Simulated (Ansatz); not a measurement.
A nudged elastic band was laid between two geometries of a periodic cell of 15 atoms, MgAl₆N₈ (host AlN, host structure P6_3mc, dopant Mg, one Al atom removed).

Level of theory: Ansatz, DFT PBE, scalar-relativistic, plane waves, PAW. Settings: PAW set soft_1, cutoff 420 eV, k mesh 2x2x2, fermi-dirac smearing 0.05 eV, no spin polarisation.

```yaml
movable_images: 5
climbing_image: yes
spring: 5.0 eV/Å²
optimiser: quadratic models (default)
start_path: IDPP
force_threshold: 0.05 eV/Å
iteration_limit: 75
end_points: relaxed
```

Initial state:

```xyz
15
Lattice="-3.1100 -5.3867 0.0000 4.6650 -2.6933 0.0000 0.0000 0.0000 4.9800" Properties=species:S:1:pos:R:3
Al 1.616 -4.480 -0.011
N 2.073 -4.792 1.738
N 0.116 -3.476 4.876
Al 0.003 -1.705 -0.003
Al 3.086 -3.537 2.499
N 0.154 -0.956 1.777
N 3.141 -3.551 4.330
Al 3.097 -1.788 0.001
Al 1.726 -1.027 2.688
N 3.037 -1.790 1.843
N 1.573 -0.955 4.422
Mg -1.578 -4.402 -0.020
Al 1.453 -6.298 2.480
N -2.267 -5.103 1.815
N 1.400 -6.200 4.290
```

Final state:

```xyz
15
Lattice="-3.1100 -5.3867 0.0000 4.6650 -2.6933 0.0000 0.0000 0.0000 4.9800" Properties=species:S:1:pos:R:3
Al 1.657 -4.461 -0.016
N 1.706 -4.559 1.794
N 0.711 -2.963 4.300
Al -0.173 -1.650 0.194
Al 3.119 -3.586 2.486
N -0.022 -1.726 1.928
N 3.183 -3.580 4.328
Al 3.133 -1.834 0.004
Al 1.547 -0.975 2.481
N 3.077 -1.820 1.836
N 1.399 -1.724 4.262
Mg 0.021 -3.665 2.465
Al 1.493 -6.278 2.474
N -1.673 -4.590 2.379
N 1.038 -5.967 4.223
```

(1) What changes between the two ends?

(2) What energy profile does the band end with?

(3) What is the geometry of the highest image?

## Answers

(1) Contacts lost: N6–N14, N11–Mg12, Mg12–N15. Contacts made: N2–Mg12, N3–N11, N6–Mg12. The atom that moves furthest is Mg12, by 3.05 Å.

(2) The forces met the threshold. The highest image is number 3 of 0 to 6, 2.09 eV above the ends, which have the same energy within 2 meV. Neighbouring images differ by up to 1.5 eV, so the band resolves the path poorly. By the program's own check the climbing image is of a kind that is not told: the force calls were inconclusive, a negative curvature could not be distinguished from the path's own, the only one lies far off the path, or fixed occupations may fill a level only in part (lowest curvatures found: -1.35 and 2.24 eV/Å²). Limits of this set-up: coarse k mesh.

```
image  path coordinate (Å)  energy (eV)  N6–N14 (Å)  N11–Mg12 (Å)  Mg12–N15 (Å)
    0                 0.00         0.00        1.42          2.01          2.02
    1                 1.02         1.46        1.51          3.00          2.33
    2                 2.04         1.88        1.55          3.44          3.20
    3                 3.05         2.09        1.60          3.55          3.45
    4                 3.76         1.66        1.69          3.19          2.96
    5                 4.47         0.83        2.46          3.02          2.95
    6                 5.17         0.00        2.95          2.98          3.07
```

(3) 
```xyz
15
Lattice="-3.1100 -5.3867 0.0000 4.6650 -2.6933 0.0000 0.0000 0.0000 4.9800" Properties=species:S:1:pos:R:3:forces:R:3
Al 1.619 -4.550 -0.124 0.00 -0.01 0.00
N 2.310 -4.934 1.620 -0.01 0.00 0.00
N 0.414 -3.146 4.528 0.00 0.01 0.01
Al -0.173 -1.500 0.161 -0.02 -0.01 -0.02
Al 3.180 -3.533 2.462 0.01 0.00 0.00
N 0.257 -0.986 1.840 0.01 0.00 0.01
N 3.110 -3.603 4.254 0.01 0.00 0.00
Al 2.984 -1.876 0.007 0.00 0.01 0.01
Al 1.854 -0.995 2.833 -0.02 0.00 0.01
N 3.039 -1.826 1.782 0.01 0.00 0.00
N 1.311 -1.851 4.309 0.00 0.00 0.00
Mg -0.540 -3.652 1.759 0.01 0.00 0.01
Al 1.429 -6.353 2.442 0.00 -0.01 0.00
N -2.050 -4.998 2.002 0.00 0.01 -0.02
N 0.677 -5.917 4.057 0.01 0.00 0.00
```

The run took 12 min on 1 thread of Arm Neoverse V1 (shared host), peak memory 0.55 GiB.
